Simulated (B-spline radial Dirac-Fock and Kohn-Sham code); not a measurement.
**Tm⁴⁰⁺: core levels and X-ray properties**

Wanted for Tm⁴⁰⁺: its X-ray form factor and Compton profile and the binding energy of each subshell.

Method: a free atom or ion on a radial basis; each step names its model; computed with B-spline radial Dirac-Fock and Kohn-Sham code, version 2.

**1. The system**

Thulium as Tm⁴⁰⁺, configuration [Ar] 3d10 4s1.

| Quantity | Value |
| --- | --- |
| nuclear charge | 69 |
| electrons | 29 |
| mass number | 169 |
| nuclear rms radius | 5.2256 fm |

**2. Form factor and Compton profile**

Model: Dirac-Fock average of configuration, finite nucleus; form factor of the spherical density, Waller-Hartree incoherent function, impulse-approximation Compton profiles.

Settings, as recorded:

```ini
task = scatter
Z = 69
charge = 40
configuration = 1s2 2s2 2p6 3s2 3p6 3d10 4s1
mass_number = 169
rms_radius = 5.2256  # fm
s = [0.0, 0.05, 0.1, 0.15, 0.2, 0.25, 0.3, 0.35, 0.4, 0.45, 0.5, 0.6, 0.7, 0.8, 0.9, 1.0, 1.1, 1.2, 1.4, 1.6, 1.8, 2.0, 2.5, 3.0, 3.5, 4.0, 5.0, 6.0]  # 1/A
pz = [0, 0.1, 0.2, 0.3, 0.4, 0.5, 0.6, 0.8, 1.0, 1.2, 1.4, 1.6, 1.8, 2.0, 2.5, 3.0, 4.0, 5.0, 7.0, 10.0, 15.0, 20.0, 30.0, 40.0, 60.0, 100.0]  # a.u.
photon_energy = [1000, 5000, 8047.8, 10000, 17479.3, 200000, 500000, 1000000]  # eV
```

From the run's result record (rounded, not every field):

```text
status: converged
form_factor [e]: [29.0, 28.979, 28.917, 28.813, 28.669, 28.486, 28.264, 28.007, 27.714, 27.39, 27.035, 26.242, 25.357, 24.399, 23.386, 22.338, 21.271, 20.2, 18.092, 16.094, 14.255, 12.605, 9.3665, 7.2864, 6.0446, 5.2867, 4.2982, 3.4646]
incoherent: [1.3738e-11, 0.021562, 0.085836, 0.19161, 0.33695, 0.51929, 0.73554, 0.9823, 1.256, 1.5529, 1.8696, 2.5491, 3.2723, 4.0226, 4.7892, 5.5653, 6.3462, 7.1279, 8.6745, 10.165, 11.563, 12.852, 15.607, 17.814, 19.598, 21.049, 23.226, 24.73]
compton_total [1/a.u.]: [1.1966, 1.1963, 1.1956, 1.1944, 1.1927, 1.1906, 1.188, 1.1816, 1.1735, 1.164, 1.1532, 1.1414, 1.1288, 1.1155, 1.0807, 1.0455, 0.97916, 0.91742, 0.78559, 0.56687, 0.30618, 0.17295, 0.065522, 0.030195, 0.0093855, 0.0017386]
shells: ["1s1/2", "2s1/2", "2p1/2", "2p3/2", "3s1/2", "3p1/2", "3p3/2", "3d3/2", "3d5/2", "4s1/2"]
occupation: [2.0, 2.0, 2.0, 4.0, 2.0, 2.0, 4.0, 4.0, 6.0, 1.0]
mean_momentum [a.u.]: [69.559, 24.903, 32.937, 29.719, 12.848, 15.3, 14.39, 17.216, 16.879, 8.0256]
r2 [bohr^2]: 1.1345
r_inverse [1/bohr]: 419.18
r1 [bohr]: 4.7478
coherent [b]: [558.42, 534.38, 498.67, 470.71, 354.17, 10.792, 1.9739, 0.51448]
incoherent_cross_section [b]: [0.018536, 0.42472, 0.98557, 1.4033, 3.1209, 10.223, 8.0228, 6.019]
```

Form factor and incoherent function, every second point:

```csv
s (1/Å),f (e),f / N,S(s)
0,29.00,1.000,0
0.100,28.92,0.997,0.08584
0.200,28.67,0.989,0.3370
0.300,28.26,0.975,0.7355
0.400,27.71,0.956,1.256
0.500,27.03,0.932,1.870
0.700,25.36,0.874,3.272
0.900,23.39,0.806,4.789
1.10,21.27,0.733,6.346
1.40,18.09,0.624,8.674
1.80,14.25,0.492,11.56
2.50,9.367,0.323,15.61
3.50,6.045,0.208,19.60
5.00,4.298,0.148,23.23
```

**3. Binding energies**

Model: Dirac-Fock average of configuration, Delta-SCF, finite nucleus, first-order Breit with its frequency dependence, self-energy and vacuum polarisation.

Recorded inputs:

```ini
task = binding
```

From the run's result record (rounded, not every field):

```text
status: converged
shells: ["K", "L1", "L2", "L3", "M1", "M2", "M3", "M4", "M5", "N1"]
total_energy_parts [Ha]: [-12562.9261, 14.3962279, -1.47966717, -0.226370297, 10.7058532, -1.79935215]
koopmans [eV]: [61607.1, 12023.8, 11530.3, 10543.3, 4070.38, 3855.79, 3634.98, 3284.54, 3236.26, 1947.41]
dirac_coulomb [eV]: [61555.3, 12003.9, 11507.4, 10522.8, "-", 3852.19, 3631.9, 3280.12, 3232.11, 1947.21]
gaunt [eV]: [-199.192, -21.7341, -37.2515, -26.1387, "-", -7.55553, -5.20466, -3.56281, -2.55849, -1.53562]
retardation [eV]: [14.7274, 1.77873, 4.08758, 4.09249, "-", 0.850664, 0.854583, 0.399433, 0.394354, 0.186573]
breit_frequency [eV]: [2.8623, -0.242565, -0.0104756, 1.25376, "-", -0.0583155, 0.261801, -0.0247731, 0.00375351, -0.0193829]
self_energy [eV]: [-115.141, -16.1292, 0.162999, -1.07578, "-", -0.0456987, -0.289504, 0.258879, 0.125138, -1.22485]
vacuum_polarisation [eV]: [20.25, 2.64346, 0.0698543, -0.101742, "-", 0.0172381, -0.0274905, -0.0292729, -0.0280219, 0.194299]
binding [eV]: [61278.8, 11970.2, 11474.5, 10500.8, "-", 3845.4, 3627.49, 3277.17, 3230.05, 1944.82]
mean_radius [bohr]: [0.0200061, 0.084055, 0.070001, 0.0773039, 0.21605, 0.205868, 0.218366, 0.191585, 0.195516, 0.43377]
```

total_energy_parts: Dirac-Coulomb, Gaunt, retardation, frequency dependence, self-energy, vacuum polarisation. Blank entries are hole states that did not converge, or in which two open shells of one symmetry are about equally filled, where the average of configuration falls too low.

The binding energies by parts, in eV; the parts add up.

```csv
level,-ε,relaxation,Breit,QED,binding
K (1s),61607.1,-51.81,-181.60,-94.89,61278.8
L1 (2s),12023.8,-19.93,-20.20,-13.49,11970.2
L2 (2p1/2),11530.3,-22.83,-33.17,0.23,11474.5
L3 (2p3/2),10543.3,-20.53,-20.79,-1.18,10500.8
M2 (3p1/2),3855.8,-3.60,-6.76,-0.03,3845.4
M3 (3p3/2),3635.0,-3.08,-4.09,-0.32,3627.5
M4 (3d3/2),3284.5,-4.41,-3.19,0.23,3277.2
M5 (3d5/2),3236.3,-4.14,-2.16,0.10,3230.1
N1 (4s),1947.4,-0.20,-1.37,-1.03,1944.8
```

X-ray lines as differences of these levels:

```csv
line,energy (eV)
Kβ1 (K-M3),57651.3
Kβ3 (K-M2),57433.4
Kα1 (K-L3),50778.0
Kα2 (K-L2),49804.3
Lγ5 (L2-N1),9529.7
Lβ6 (L3-N1),8556.0
Lβ3 (L1-M3),8342.7
Lβ1 (L2-M4),8197.3
Lβ4 (L1-M2),8124.8
Lα1 (L3-M5),7270.7
Lα2 (L3-M4),7223.6
```

**4. What came out**

| quantity | value |
| --- | --- |
| rms radius of the electron cloud | 0.198 bohr |
| form factor halves at | 1.8 1/Å |
| Compton profile at zero | 1.197 1/a.u. |
| deepest level listed, K (1s) | 61278.8 eV |
| least bound, N1 (4s) | 1944.8 eV |
| Kα1 | 50778.0 eV |
| ionisation energy, NIST (semi-empirical) | 1945.20 eV |

In words: The form factor starts at the 29 electrons and halves by s = 1.8 1/Å. Incoherent scattering outweighs coherent from 500 keV on, among the energies asked. For K (1s), relaxation takes off 51.8 eV, Breit terms shift it by -181.60 and QED by -94.89 eV. NIST's ionisation energy differs by +0.38 eV from the least binding energy, within its stated uncertainty. The Hartree-Fock and Dirac-Fock values hold no electron correlation.
